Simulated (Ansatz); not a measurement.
**CH10ClInOSi3: small, medium and large basis sets**

The task here is to estimate one member of a computed series from the others.

The runs use Ansatz 0.2.0, Gaussian basis; one geometry, several basis sets.

Plan: PBE0-D4/def2-SVP; ωB97M-V/def2-SVP; PBE0-D4/def2-QZVPP; ωB97M-V/def2-QZVPP; the functionals' def2-TZVPP values are taken from earlier runs.

**Structure used throughout**

All runs share one geometry, relaxed beforehand with PBE0-D4 in a triple-zeta def2 set. In takes the def2 core potential; no spin-orbit term is included.

SMILES `O[C@@H](Cl)[Si@H]([SiH3])[SiH2][InH2]`, 17 atoms, charge 0, spin multiplicity 1.

Atoms are counted from 1 here; the program's logs count them from 0.

Bond lengths: O1–C2 1.417 Å, O1–H8 0.966 Å, C2–Cl3 1.790 Å, C2–Si4 1.927 Å, C2–H9 1.091 Å, Si4–Si5 2.337 Å, Si4–Si6 2.342 Å, Si4–H10 1.494 Å, Si5–H11 1.487 Å, Si5–H12 1.488 Å, Si5–H13 1.486 Å, Si6–In7 2.586 Å, Si6–H14 1.491 Å, Si6–H15 1.489 Å, In7–H16 1.728 Å, In7–H17 1.723 Å. Angles: C2–O1–H8 108.7°, O1–C2–Cl3 109.8°, O1–C2–Si4 112.4°, O1–C2–H9 105.1°, Cl3–C2–Si4 111.5°, Cl3–C2–H9 105.7°, Si4–C2–H9 112.0°, C2–Si4–Si5 109.4°, C2–Si4–Si6 102.4°, C2–Si4–H10 103.2°, Si5–Si4–Si6 118.5°, Si5–Si4–H10 111.5°, Si6–Si4–H10 110.3°, Si4–Si5–H11 109.0°, Si4–Si5–H12 108.3°, Si4–Si5–H13 112.1°, H11–Si5–H12 108.8°, H11–Si5–H13 109.4° and more.

Set-up of the first run:

File in.yaml:

```yaml
crystal:
  periodic: [false, false, false]
  atoms:
    - {symbol: O, position_ang: [-0.183551, -2.150263, 0.027368]}
    - {symbol: C, position_ang: [0.433056, -1.143494, -0.757161]}
    - {symbol: Cl, position_ang: [0.495248, -1.662746, -2.468881]}
    - {symbol: Si, position_ang: [-0.434647, 0.566902, -0.570366]}
    - {symbol: Si, position_ang: [0.657410, 2.142313, -1.906688]}
    - {symbol: Si, position_ang: [-0.435783, 0.880474, 1.750093]}
    - {symbol: In, position_ang: [-0.309752, -1.606018, 2.450921]}
    - {symbol: H, position_ang: [-1.088257, -2.276483, -0.286249]}
    - {symbol: H, position_ang: [1.469798, -1.114629, -0.419470]}
    - {symbol: H, position_ang: [-1.821281, 0.301072, -1.059057]}
    - {symbol: H, position_ang: [0.098292, 3.490317, -1.621956]}
    - {symbol: H, position_ang: [2.101867, 2.137290, -1.549733]}
    - {symbol: H, position_ang: [0.510095, 1.843920, -3.354672]}
    - {symbol: H, position_ang: [0.744498, 1.715996, 2.112026]}
    - {symbol: H, position_ang: [-1.665730, 1.632259, 2.124972]}
    - {symbol: H, position_ang: [-1.786413, -2.485197, 2.629550]}
    - {symbol: H, position_ang: [1.215168, -2.271691, 2.899294]}
basis:
  gaussian: {orbitals: def2-SVP}
hamiltonian: {xc: pbe0, dispersion: d4}
output: {orbitals: {seedname: orbitals}}
```

Run with:

```bash
> ansatz run in.yaml --threads 2 --pin off --events-out ev --progress --plain --max-ram 32768MiB --backend cpu
```

Among the steps run: PBE0-D4 in def2-SVP; ωB97M-V in def2-SVP; PBE0-D4 in def2-QZVPP; ωB97M-V in def2-QZVPP.

One of the session's tables, all rows but one given; the rest of the session is left out.

It belongs to the step «Functionals by basis». 

```
functional       basis  HOMO (eV)  LUMO (eV)
   PBE0-D4    def2-SVP          ?          ?
   PBE0-D4  def2-TZVPP      -6.92      -1.43
   PBE0-D4  def2-QZVPP      -6.92      -1.46
   ωB97M-V    def2-SVP      -8.78       0.34
   ωB97M-V  def2-TZVPP      -8.81       0.05
   ωB97M-V  def2-QZVPP      -8.82      -0.02
```

**Question.** Estimate the row for PBE0-D4, def2-SVP.

**Answer.** HOMO (eV): -6.92; LUMO (eV): -1.28.
